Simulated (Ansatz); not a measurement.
# C₃F₈O: how energies converge with the basis set

Aim: see how fast density functionals converge with the basis set for C₃F₈O.

The runs use Ansatz 0.2.0, Gaussian basis; one geometry, several basis sets.

Plan: PBE0-D4/def2-SVP; ωB97M-V/def2-SVP; PBE0-D4/def2-QZVPP; ωB97M-V/def2-QZVPP; the functionals' def2-TZVPP values are taken from earlier runs.

## 1. The geometry

All runs share one geometry, relaxed beforehand with PBE0-D4 in a triple-zeta def2 set.

SMILES `FC(F)(F)OC(F)(F)C(F)(F)F`, 12 atoms, charge 0, spin multiplicity 1.

Atoms are counted from 1 here; the program's logs count them from 0.

Bond lengths: F1–C2 1.326 Å, C2–F3 1.323 Å, C2–F4 1.317 Å, C2–O5 1.370 Å, O5–C6 1.376 Å, C6–F7 1.327 Å, C6–F8 1.333 Å, C6–C9 1.557 Å, C9–F10 1.326 Å, C9–F11 1.325 Å, C9–F12 1.324 Å. Angles: F1–C2–F3 108.4°, F1–C2–F4 108.6°, F1–C2–O5 111.4°, F3–C2–F4 109.3°, F3–C2–O5 112.9°, F4–C2–O5 106.3°, C2–O5–C6 123.9°, O5–C6–F7 104.8°, O5–C6–F8 111.5°, O5–C6–C9 115.6°, F7–C6–F8 108.7°, F7–C6–C9 107.7°, F8–C6–C9 108.3°, C6–C9–F10 110.8°, C6–C9–F11 108.9°, C6–C9–F12 110.0°, F10–C9–F11 108.7°, F10–C9–F12 109.3° and more.

As a file:

```
F    -0.6032   -0.6434    1.9149
C    -0.8180    0.5496    1.3772
F    -1.9573    0.5057    0.7057
F    -0.9191    1.4354    2.3468
O     0.2405    0.9463    0.6037
C     0.4497    0.5201   -0.6878
F     1.5881    1.0960   -1.0541
F    -0.5208    0.9357   -1.5018
C     0.6154   -1.0171   -0.8714
F    -0.5361   -1.6420   -0.6671
F     1.0174   -1.2614   -2.1096
F     1.5204   -1.4797   -0.0226
```

## 2. PBE0-D4 in def2-SVP

Contents of in.yaml:

```yaml
crystal:
  periodic: [false, false, false]
  atoms:
    - {symbol: F, position_ang: [-0.603217, -0.643449, 1.914936]}
    - {symbol: C, position_ang: [-0.818022, 0.549587, 1.377225]}
    - {symbol: F, position_ang: [-1.957286, 0.505727, 0.705670]}
    - {symbol: F, position_ang: [-0.919059, 1.435378, 2.346765]}
    - {symbol: O, position_ang: [0.240483, 0.946262, 0.603705]}
    - {symbol: C, position_ang: [0.449710, 0.520110, -0.687813]}
    - {symbol: F, position_ang: [1.588102, 1.095976, -1.054090]}
    - {symbol: F, position_ang: [-0.520786, 0.935729, -1.501779]}
    - {symbol: C, position_ang: [0.615431, -1.017150, -0.871359]}
    - {symbol: F, position_ang: [-0.536071, -1.642029, -0.667135]}
    - {symbol: F, position_ang: [1.017430, -1.261449, -2.109640]}
    - {symbol: F, position_ang: [1.520383, -1.479695, -0.022585]}
basis:
  gaussian: {orbitals: def2-SVP}
hamiltonian: {xc: pbe0, dispersion: d4}
output: {orbitals: {seedname: orbitals}}
```

On the command line:

```sh
> ansatz run in.yaml --threads 4 --pin off --events-out ev --progress --plain --max-ram 41984MiB --backend cpu
```

After this run come: ωB97M-V in def2-SVP; PBE0-D4 in def2-QZVPP; ωB97M-V in def2-QZVPP.

**Question.** What will the summary of the whole plan be? Wanted: PBE0-D4: double and triple zeta above quadruple; ωB97M-V: double and triple zeta above quadruple.

As calculated:

```
                                       quantity           value
PBE0-D4: double and triple zeta above quadruple  33.45, 1.31 eV
ωB97M-V: double and triple zeta above quadruple  33.94, 1.23 eV
```

What this shows: For PBE0-D4 the step from double to triple zeta gains 32.14 eV and the next only 1.31 eV. Total energies overstate the basis error of differences, where much of it tends to cancel. The LUMO of ωB97M-V is positive and keeps falling with the basis (4.53 to 3.19 eV): an unbound level that the basis holds in place.
